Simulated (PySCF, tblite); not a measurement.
# C₄H₄F₄O₂: dynamics, then NMR shifts on frames, part 2 of 2

tblite 0.8.0 and PySCF 2.14.0. Atoms count from 0. Earlier steps stand in the parts before.

### Step 5. Nuclear shieldings: 625 fs, PBE0/pcSseg-1

The job: settings as JSON, then the geometry in Å.

```
{"job": {"kind": "nmr", "xc": "PBE0", "basis": "pcSseg-1", "pop": false}, "charge": 0, "multiplicity": 1}
F      3.356700    -0.825300     1.169800
C      2.388700    -0.052900     0.680900
F      2.362700     1.080300     1.355500
F      2.760800     0.243600    -0.594800
O      1.236800    -0.752000     0.752700
C      0.065900    -0.402800     0.108100
F      0.285400    -0.449000    -1.268700
C     -1.109800    -1.277800     0.544700
C     -1.827800     0.111600     0.779300
O     -0.588600     0.775100     0.475200
H     -1.425600    -1.831500    -0.362300
H     -0.912300    -1.843200     1.456400
H     -2.154000     0.335600     1.785300
H     -2.530500     0.296100    -0.048000
```

Level: GIAO PBE0/pcSseg-1 NMR shielding, non-relativistic, gas phase.

Log:

```text
coarse grid: 13344 points
cycle   1  E = -703.4796508276  dE =  1.910e+00  |g| = 1.268e+00  |ddm| = 3.297e+00
cycle   2  E = -703.2011043781  dE =  2.785e-01  |g| = 1.876e+00  |ddm| = 1.525e+00
cycle   3  E = -703.7516865453  dE = -5.506e-01  |g| = 1.145e-01  |ddm| = 9.383e-01
cycle   4  E = -703.7528682219  dE = -1.182e-03  |g| = 8.037e-02  |ddm| = 1.069e-01
cycle   5  E = -703.7539399635  dE = -1.072e-03  |g| = 8.290e-03  |ddm| = 4.744e-02
cycle   6  E = -703.7539495505  dE = -9.587e-06  |g| = 3.589e-03  |ddm| = 6.988e-03
cycle   7  E = -703.7539518241  dE = -2.274e-06  |g| = 6.197e-04  |ddm| = 2.395e-03
final grid: 135152 points
cycle   8  E = -703.8623431071  dE = -5.530e-05  |g| = 1.306e-02  |ddm| = 2.392e-02
cycle   9  E = -703.8623158611  dE =  2.725e-05  |g| = 1.834e-02  |ddm| = 1.597e-02
cycle  10  E = -703.8623724034  dE = -5.654e-05  |g| = 1.053e-03  |ddm| = 9.396e-03
cycle  11  E = -703.8623725833  dE = -1.800e-07  |g| = 4.158e-04  |ddm| = 9.260e-04
cycle  12  E = -703.8623726105  dE = -2.715e-08  |g| = 9.844e-05  |ddm| = 2.678e-04
cycle  13  E = -703.8623726121  dE = -1.573e-09  |g| = 2.770e-05  |ddm| = 6.811e-05
cycle  14  E = -703.8623726122  dE = -1.176e-10  |g| = 7.340e-06  |ddm| = 1.809e-05
converged SCF energy = -703.8623726122

GIAO shielding tensors (ppm)
atom      isotropic    diamagn.    paramagn.     s11        s22        s33       span
  0 F      237.232     466.175    -228.943    176.646    185.706    349.345    172.699
  1 C       56.610     236.008    -179.398     54.973     57.145     57.712      2.739
  2 F      242.358     471.317    -228.958    179.657    209.713    337.705    158.048
  3 F      229.922     473.291    -243.368    150.340    185.672    353.756    203.416
  4 O      149.180     400.516    -251.336    114.309    135.408    197.823     83.513
  5 C       58.150     240.577    -182.427     33.541     55.643     85.267     51.726
  6 F      234.480     477.243    -242.763    151.509    213.099    338.832    187.323
  7 C      139.658     255.789    -116.131    114.265    131.566    173.143     58.878
  8 C      123.589     248.270    -124.681     91.343    113.964    165.460     74.117
  9 O      195.872     399.653    -203.781    115.422    165.065    307.128    191.705
 10 H       27.757      29.547      -1.791     25.168     25.961     32.141      6.973
 11 H       28.040      30.147      -2.108     25.739     26.758     31.622      5.884
 12 H       27.253      28.845      -1.592     24.300     25.124     32.335      8.036
 13 H       26.609      28.639      -2.030     23.757     24.363     31.706      7.949
```

It took 50 s on 1 thread of Arm Neoverse N1, shared host; peak memory 0.85 GiB.

In short: δ C1 130.3, C5 128.8, C8 63.3, C7 47.3, H13 5.11, H12 4.46 ppm.

### Step 6. Shielding tensors: 800 fs, PBE0/pcSseg-1

The job: settings as JSON, then the geometry in Å.

```
{"job": {"kind": "nmr", "xc": "PBE0", "basis": "pcSseg-1", "pop": false}, "charge": 0, "multiplicity": 1}
F      3.366700    -0.900700     1.372500
C      2.448900    -0.128000     0.811400
F      2.368300     1.103300     1.409800
F      2.943200     0.085300    -0.376900
O      1.291700    -0.822400     0.757200
C      0.110800    -0.368600     0.114400
F      0.273600    -0.517300    -1.259900
C     -1.153800    -1.002400     0.683700
C     -1.478300     0.431100     1.094900
O     -0.309600     0.869700     0.379700
H     -1.760900    -1.364800    -0.183600
H     -0.958100    -1.752400     1.451200
H     -1.505000     0.726100     2.175800
H     -2.361900     0.861300     0.597900
```

With the program's defaults for keys left out, this is: GIAO PBE0/pcSseg-1 NMR shielding, non-relativistic, gas phase.

Log:

```text
coarse grid: 13344 points
cycle   1  E = -703.4847533797  dE =  2.006e+00  |g| = 1.260e+00  |ddm| = 3.307e+00
cycle   2  E = -703.2332853733  dE =  2.515e-01  |g| = 1.830e+00  |ddm| = 1.505e+00
cycle   3  E = -703.7512575462  dE = -5.180e-01  |g| = 1.025e-01  |ddm| = 9.181e-01
cycle   4  E = -703.7520920737  dE = -8.345e-04  |g| = 7.638e-02  |ddm| = 9.749e-02
cycle   5  E = -703.7530440533  dE = -9.520e-04  |g| = 8.307e-03  |ddm| = 4.498e-02
cycle   6  E = -703.7530538957  dE = -9.842e-06  |g| = 3.496e-03  |ddm| = 6.845e-03
cycle   7  E = -703.7530562187  dE = -2.323e-06  |g| = 5.144e-04  |ddm| = 2.424e-03
final grid: 135152 points
cycle   8  E = -703.8593649935  dE = -4.800e-05  |g| = 1.298e-02  |ddm| = 2.443e-02
cycle   9  E = -703.8593390939  dE =  2.590e-05  |g| = 1.804e-02  |ddm| = 1.578e-02
cycle  10  E = -703.8593939513  dE = -5.486e-05  |g| = 7.008e-04  |ddm| = 9.131e-03
cycle  11  E = -703.8593940205  dE = -6.913e-08  |g| = 3.701e-04  |ddm| = 6.632e-04
cycle  12  E = -703.8593940423  dE = -2.180e-08  |g| = 7.511e-05  |ddm| = 2.426e-04
cycle  13  E = -703.8593940431  dE = -8.101e-10  |g| = 2.649e-05  |ddm| = 5.337e-05
converged SCF energy = -703.8593940431

GIAO shielding tensors (ppm)
atom      isotropic    diamagn.    paramagn.     s11        s22        s33       span
  0 F      236.546     465.804    -229.257    176.797    186.438    346.405    169.608
  1 C       57.070     235.412    -178.343     52.559     57.185     61.464      8.905
  2 F      229.854     472.638    -242.784    150.272    178.737    360.553    210.281
  3 F      241.969     472.076    -230.107    178.308    216.865    330.734    152.425
  4 O      147.701     401.386    -253.685    109.724    136.467    196.911     87.188
  5 C       58.634     240.727    -182.093     37.662     53.805     84.436     46.773
  6 F      219.845     476.926    -257.081    131.746    191.314    336.476    204.730
  7 C      143.751     254.746    -110.995    123.886    132.457    174.910     51.024
  8 C      122.860     247.202    -124.342     84.532    117.743    166.306     81.773
  9 O      208.587     398.962    -190.375    146.171    186.119    293.472    147.302
 10 H       27.439      29.186      -1.747     25.149     25.505     31.664      6.515
 11 H       28.355      29.557      -1.202     25.520     26.812     32.732      7.212
 12 H       26.514      27.690      -1.176     23.551     24.867     31.124      7.572
 13 H       26.885      28.510      -1.625     23.708     24.812     32.135      8.427
```

Wall time 49 s (1 thread of Arm Neoverse N1, shared host); peak memory 0.84 GiB.

Key values: δ C1 129.9, C5 128.3, C8 64.1, C7 43.2, H12 5.20, H13 4.83 ppm.

### Step 7. NMR shieldings: 1000 fs, PBE0/pcSseg-1

The job: settings as JSON, then the geometry in Å.

```
{"job": {"kind": "nmr", "xc": "PBE0", "basis": "pcSseg-1", "pop": false}, "charge": 0, "multiplicity": 1}
F      3.333100    -0.822200     1.460300
C      2.364300    -0.129200     0.827900
F      2.369100     1.009800     1.523600
F      2.919900     0.138000    -0.417100
O      1.247100    -0.854600     0.805900
C     -0.009500    -0.371000     0.233600
F      0.149600    -0.651900    -1.099900
C     -1.160400    -0.922200     0.988900
C     -1.405100     0.538500     1.396800
O     -0.339400     0.931200     0.458600
H     -1.968100    -1.430400     0.496900
H     -0.874200    -1.628600     1.833000
H     -1.096100     0.790900     2.381700
H     -2.361700     1.000500     1.080500
```

Level: GIAO PBE0/pcSseg-1 NMR shielding, non-relativistic, gas phase.

Log:

```text
coarse grid: 13344 points
cycle   1  E = -703.4677438069  dE =  1.887e+00  |g| = 1.278e+00  |ddm| = 3.294e+00
cycle   2  E = -703.1671094204  dE =  3.006e-01  |g| = 1.923e+00  |ddm| = 1.555e+00
cycle   3  E = -703.7449532436  dE = -5.778e-01  |g| = 1.160e-01  |ddm| = 9.670e-01
cycle   4  E = -703.7460854903  dE = -1.132e-03  |g| = 8.561e-02  |ddm| = 1.118e-01
cycle   5  E = -703.7473034388  dE = -1.218e-03  |g| = 1.083e-02  |ddm| = 5.178e-02
cycle   6  E = -703.7473218697  dE = -1.843e-05  |g| = 4.272e-03  |ddm| = 8.871e-03
cycle   7  E = -703.7473252026  dE = -3.333e-06  |g| = 7.719e-04  |ddm| = 2.826e-03
final grid: 135152 points
cycle   8  E = -703.8557601598  dE = -5.446e-05  |g| = 1.350e-02  |ddm| = 2.410e-02
cycle   9  E = -703.8557275408  dE =  3.262e-05  |g| = 1.947e-02  |ddm| = 1.666e-02
cycle  10  E = -703.8557916158  dE = -6.408e-05  |g| = 1.011e-03  |ddm| = 9.858e-03
cycle  11  E = -703.8557917658  dE = -1.500e-07  |g| = 4.734e-04  |ddm| = 9.107e-04
cycle  12  E = -703.8557918014  dE = -3.558e-08  |g| = 1.045e-04  |ddm| = 3.105e-04
cycle  13  E = -703.8557918032  dE = -1.795e-09  |g| = 3.212e-05  |ddm| = 7.531e-05
cycle  14  E = -703.8557918034  dE = -1.544e-10  |g| = 9.467e-06  |ddm| = 1.986e-05
converged SCF energy = -703.8557918034

GIAO shielding tensors (ppm)
atom      isotropic    diamagn.    paramagn.     s11        s22        s33       span
  0 F      217.817     465.998    -248.180    144.397    159.723    349.332    204.935
  1 C       53.081     230.560    -177.479     47.651     51.078     60.515     12.863
  2 F      233.245     470.966    -237.721    157.781    202.344    339.610    181.829
  3 F      212.586     472.834    -260.248    120.158    154.533    363.068    242.909
  4 O      131.948     400.543    -268.595     92.957    116.299    186.589     93.633
  5 C       53.934     237.458    -183.524     30.031     52.437     79.333     49.302
  6 F      221.747     476.296    -254.550    137.708    206.907    320.624    182.916
  7 C      150.774     253.077    -102.303    130.136    139.028    183.160     53.024
  8 C      121.963     248.213    -126.250     86.553    111.654    167.683     81.130
  9 O      194.083     398.377    -204.293    127.828    175.587    278.835    151.006
 10 H       28.508      29.770      -1.262     25.553     26.484     33.487      7.935
 11 H       27.595      27.909      -0.314     24.232     26.329     32.225      7.993
 12 H       27.382      29.275      -1.893     24.588     25.865     31.692      7.103
 13 H       26.725      27.853      -1.128     23.776     24.321     32.078      8.302
```

Run time: 51 s. Hardware: 1 thread of Arm Neoverse N1, shared host; peak memory 0.85 GiB.

This run: δ C1 133.8, C5 133.0, C8 65.0, C7 36.2, H13 4.99, H12 4.34 ppm.

### Step 8. Side by side: NMR shifts

Shifts (ppm) of some atoms, chosen among heavy atoms and hydrogens apart, with basis size and wall time:

```csv
frame,H10,H11,F0,F3,F2,O4,O9,functions,time
250 fs,3.36,2.42,-71.9,-85.6,-89.4,199.5,137.7,190,53 s
425 fs,3.82,2.95,-51.3,-48.6,-56.8,195.4,151.4,190,53 s
625 fs,3.96,3.68,-66.3,-59.0,-71.4,186.9,140.2,190,50 s
800 fs,4.28,3.36,-65.6,-71.0,-58.9,188.4,127.5,190,49 s
1000 fs,3.21,4.12,-46.9,-41.6,-62.3,204.1,142.0,190,51 s
```

### Step 9. Summary of results

The summary covers parts 1 to 2.

| quantity | value |
| --- | --- |
| thermostat | 200 K |
| mean temperature, second half | 183 K |
| mean potential energy above the minimum | 0.32 eV |
| ¹³C shifts against TMS (PBE0/pcSseg-1, 250 fs) | 132.8, 123.9, 65.8, 33.6 ppm |
| ¹H shifts against TMS (PBE0/pcSseg-1, 250 fs) | 4.60, 4.46, 3.36, 2.42 ppm |
| ¹⁹F shifts against CFCl3 (PBE0/pcSseg-1, 250 fs) | -55.6, -71.9, -85.6, -89.4 ppm |
| ¹⁷O shifts against H2O (PBE0/pcSseg-1, 250 fs) | 199.5, 137.7 ppm |
| range of the shift of F3 | -85.6 to -41.6 ppm |

In the second half the potential energy averages 0.32 eV above the minimum; equipartition over 36 harmonic modes at 200 K would give 0.31 eV. With 14 atoms the temperature swings widely (87 to 278 K). Shifts at one fixed geometry are not the observed spectrum, which averages over the motion. Across the 5 runs the shift of F3 moves most, between -85.6 (250 fs) and -41.6 ppm (1000 fs).
